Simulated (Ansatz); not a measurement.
# KTlCl2: a single-point run

Wanted: field gradients for KTlCl2.

Method: DFT, PBE, plane-wave PAW, default files, scalar-relativistic, in Ansatz 0.2.0.

1 further run of the same task is left out (it didn't finish).

## Step 1: The system as given

It takes space group Fd-3m (No. 227, cubic). Conventional cell: a = 12.736 Å, b = 12.736 Å, c = 12.736 Å, α = 90.00°, β = 90.00°, γ = 90.00°. Around K (site symmetry -3m) lie 6 Cl at 3.15 Å. Around Tl (site symmetry -3m) lie 6 Cl at 3.22 Å. Cl (site symmetry 3m) has 3 K at 3.15 Å and 3 Tl at 3.22 Å as nearest neighbours.

The input asks for a charge of +0.5 e on the cell.

Coordinates:

```
K Tl Cl
1.0
     0.00000    6.36786    6.36786
     6.36786    0.00000    6.36786
     6.36786    6.36786    0.00000
K Tl Cl
4 4 8
Direct
  0.12500 0.62500 0.62500
  0.62500 0.12500 0.62500
  0.62500 0.62500 0.12500
  0.62500 0.62500 0.62500
  0.62500 0.12500 0.12500
  0.12500 0.62500 0.12500
  0.12500 0.12500 0.62500
  0.12500 0.12500 0.12500
  0.37799 0.37799 0.37799
  0.37799 0.37799 0.86603
  0.38397 0.87201 0.87201
  0.87201 0.87201 0.87201
  0.87201 0.38397 0.87201
  0.87201 0.87201 0.38397
  0.86603 0.37799 0.37799
  0.37799 0.86603 0.37799
```

## Step 2: Input and run

input.yaml reads:

```yaml
crystal:
  lattice:
    - [0.0, 6.3678643618, 6.3678643618]
    - [6.3678643618, 0.0, 6.3678643618]
    - [6.3678643618, 6.3678643618, 0.0]
  atoms:
    - { symbol: K, position: [0.125, 0.625, 0.625] }
    - { symbol: K, position: [0.625, 0.125, 0.625] }
    - { symbol: K, position: [0.625, 0.625, 0.125] }
    - { symbol: K, position: [0.625, 0.625, 0.625] }
    - { symbol: Tl, position: [0.625, 0.125, 0.125] }
    - { symbol: Tl, position: [0.125, 0.625, 0.125] }
    - { symbol: Tl, position: [0.125, 0.125, 0.625] }
    - { symbol: Tl, position: [0.125, 0.125, 0.125] }
    - { symbol: Cl, position: [0.37798959, 0.37798959, 0.37798959] }
    - { symbol: Cl, position: [0.37798959, 0.37798959, 0.86603123] }
    - { symbol: Cl, position: [0.38396877, 0.87201041, 0.87201041] }
    - { symbol: Cl, position: [0.87201041, 0.87201041, 0.87201041] }
    - { symbol: Cl, position: [0.87201041, 0.38396877, 0.87201041] }
    - { symbol: Cl, position: [0.87201041, 0.87201041, 0.38396877] }
    - { symbol: Cl, position: [0.86603123, 0.37798959, 0.37798959] }
    - { symbol: Cl, position: [0.37798959, 0.86603123, 0.37798959] }
kpoints:
  mp_grid: { grid: [4, 4, 4] }
scf:
  occupations: { method: fermi_dirac, width: 0.02 }
  max_iter: 80
hamiltonian:
  xc: pbe
  pseudopotentials: { kind: paw }
output:
  forces: true
  stress: true
  populations: true
  efg:
    quadrupole_moments_barn: { K: 0.0603, Cl: -0.08112 }
    contact_densities: true
total_charge: 0.5
```

On the command line:

```console
> ansatz run input.yaml --threads 1 --pin off --max-ram 2560MiB --backend cpu --events-out ev --progress --plain --runs-dir out
```

Q: Will this input give a usable result? If not, why, and what should change?

The run converged and reported no error, with warnings (gradients without spin orbit). That alone doesn't make the input a sound one.

In the input, total_charge is 0.5. With this charge the calculation describes a differently charged system.

The test: delete total_charge (the default then holds).
